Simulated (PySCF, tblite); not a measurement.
# C6H7FSi: geometry, infrared bands and NMR shifts

Wanted: the infrared bands and NMR shifts of C6H7FSi (`C#C[Si@@H]1C(F)=C[C@@H]1C`), by calculation.

The runs use tblite 0.8.0 and PySCF 2.14.0, with density-fitted response routines of our own; the level of theory stands in each step. All values are computed, except where a source is named. Atoms count from 0, in the outputs and in this text.

## Step 1: The molecule as given

15 atoms, charge 0, multiplicity 1; geometry from: force field or distance geometry start.

Bonds of the start (Å): C0–C1 1.20, C1–Si2 1.81, Si2–C3 1.80, C3–F4 1.39, C3–C5 1.29, C5–C6 1.43, C6–C7 1.55, C6–Si2 1.81, C0–H8 1.08, Si2–H9 1.46, C5–H10 1.12, C6–H11 1.14, C7–H12 1.11, C7–H13 1.12, C7–H14 1.09.

## Step 2: Optimising the geometry with GFN2-xTB

Job settings and geometry (Å):

```
{"job": {"kind": "relax", "xc": "GFN2-xTB", "basis": "xTB"}, "charge": 0, "multiplicity": 1}
C      2.429200     0.131500     1.845400
C      1.695600    -0.433900     1.083500
Si     0.611200    -1.302100    -0.075400
C      0.539000    -0.477300    -1.674100
F      1.515800    -0.328200    -2.651500
C     -0.684300    -0.077800    -1.641500
C     -1.033200    -0.594200    -0.355300
C     -1.337700     0.454100     0.738600
H      3.083500     0.658000     2.520500
H      0.738100    -2.761500    -0.059100
H     -1.276400     0.502000    -2.393100
H     -1.898900    -1.333300    -0.364400
H     -0.877000     0.163300     1.701400
H     -2.445000     0.441000     0.890300
H     -1.064100     1.460700     0.413000
```

On the command line:

```bash
$ OMP_NUM_THREADS=1 python probes_run.py task.json out
```

The driver reads the jobs from task.json and runs them one after another.

**Question.** This job is followed by: GFN2-xTB harmonic vibrations, gas phase; GIAO PBE0/pcSseg-1 NMR shielding, non-relativistic, gas phase. What will the session give for the following? strongest single infrared mode (GFN2-xTB); zero-point energy (GFN2-xTB); 13C shifts against TMS (PBE0/pcSseg-1); 1H shifts against TMS (PBE0/pcSseg-1, means over atoms taken as alike); 29Si shifts against TMS (PBE0/pcSseg-1); 19F shifts against CFCl3 (PBE0/pcSseg-1).

The runs gave:

| quantity | value |
| --- | --- |
| strongest single infrared mode (GFN2-xTB) | 2272 cm⁻¹, 340 km/mol |
| zero-point energy (GFN2-xTB) | 66.0 kcal/mol |
| 13C shifts against TMS (PBE0/pcSseg-1) | 171.8, 141.2, 107.9, 85.1, 22.8, 20.0 ppm |
| 1H shifts against TMS (PBE0/pcSseg-1, means over atoms taken as alike) | 6.17, 5.34, 2.20, 1.97, 1.38 ppm |
| 29Si shifts against TMS (PBE0/pcSseg-1) | -35.6 ppm |
| 19F shifts against CFCl3 (PBE0/pcSseg-1) | -87.5 ppm |

**Reading.** The optimisation took 93 steps and gained 0.933 eV; among the close pairs (by a distance rule), Si2–C6 changed most, from 1.812 to 1.943 Å. No mode is imaginary among the 39: a minimum at this level. The strongest single mode, at 2272 cm⁻¹, moves mainly H9. GFN2-xTB is a fitted tight-binding method: band positions and strengths are rough. Its intensities can rank the bands wrongly. H10 (hydrogen on an alkene CH) lies farthest downfield among hydrogen, at 6.17 ppm; olefinic region. At PBE0/pcSseg-1: The largest span, 282 ppm, is at C1, where the paramagnetic term is -156 ppm.
